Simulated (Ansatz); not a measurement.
**GeH₂O (singlet): the correlation ladder, cc-pVDZ**

How much of the correlation energy of GeH₂O (singlet) does each wave-function method recover here?

Program: Ansatz 0.2.0, Gaussian basis. Level of theory: cc-pVDZ, core rule «outside noble gas», up to 15 orbitals frozen. These are calculated values, not measurements.

To be run: UHF; CCSD(T) on RHF; CCSD(T) on UHF; BCCD(T) on RHF; CISD; CCSDT(Q) on RHF; CCSDT(Q) on UHF; CCSDTQ on RHF.

7 further runs of the same task are left out: 3 for a known fault of the program, 4 set aside as unsound or not needed.

## Step 1: The geometry

The geometry is a PBE0/def2-TZVP stationary point (not a proven minimum). No spin-orbit coupling is included. The filled d shell of Ge may be among the frozen orbitals whatever the setting's name suggests; the logs give the count.

4 atoms, charge 0, spin multiplicity 1.

Atoms are counted from 1 here; the program's logs count them from 0.

Bond lengths: Ge1–O2 1.632 Å, Ge1–H3 1.542 Å, Ge1–H4 1.542 Å. Angles: O2–Ge1–H3 123.4°, O2–Ge1–H4 123.4°, H3–Ge1–H4 113.2°.

As a file:

```mol
GeH2O
  3D, bonds by distance, orders not assigned

  4  3  0  0  0  0  0  0  0  0999 V2000
    0.0000    0.0000    0.2692 Ge  0  0
    0.0000    0.0000   -1.3631 O   0  0
    0.0000    1.2866    1.1183 H   0  0
    0.0000   -1.2866    1.1183 H   0  0
  1  2  8  0
  1  3  8  0
  1  4  8  0
M  END
```

## Step 2: UHF

File in.yaml:

```yaml
crystal:
  periodic: [false, false, false]
  atoms:
    - {symbol: Ge, position_ang: [0.000000, 0.000000, 0.269193]}
    - {symbol: O, position_ang: [0.000000, 0.000000, -1.363087]}
    - {symbol: H, position_ang: [0.000000, 1.286605, 1.118308]}
    - {symbol: H, position_ang: [0.000000, -1.286605, 1.118308]}
basis:
  gaussian: {orbitals: cc-pVDZ}
magnetization: {spin_polarized: true, initial_magnetization: 0}
hamiltonian: {xc: hf}
output: {orbitals: {seedname: orbitals}}
```

The run is started by

```bash
$ ansatz run in.yaml --threads 1 --pin off --events-out ev --progress --plain --max-ram 4096MiB --backend cpu
```

The runs that follow: CCSD(T) on RHF; CCSD(T) on UHF; BCCD(T) on RHF; CISD; CCSDT(Q) on RHF; CCSDT(Q) on UHF; CCSDTQ on RHF.

**Question.** What will the summary of the whole plan be? Wanted: RCCSDTQ below the RHF energy; RMP2 from RCCSDTQ; RCCSD from RCCSDTQ; RCCSD(T) from RCCSDTQ; RCCSDT(Q) from RCCSDTQ; T1 diagnostic.

The runs gave:

```
                         quantity              value
     RCCSDTQ below the RHF energy         -8.7536 eV
                RMP2 from RCCSDTQ         +656.3 meV
               RCCSD from RCCSDTQ         +371.9 meV
            RCCSD(T) from RCCSDTQ          +56.5 meV
           RCCSDT(Q) from RCCSDTQ          -10.6 meV
levels within 1 kcal/mol (43 meV)  RCCSDT, RCCSDT(Q)
                    T1 diagnostic              0.031
```

What this shows: RCCSD(T) misses by +56.5 meV, 0.6 % of the correlation energy. These misses are within one basis, not against nature.
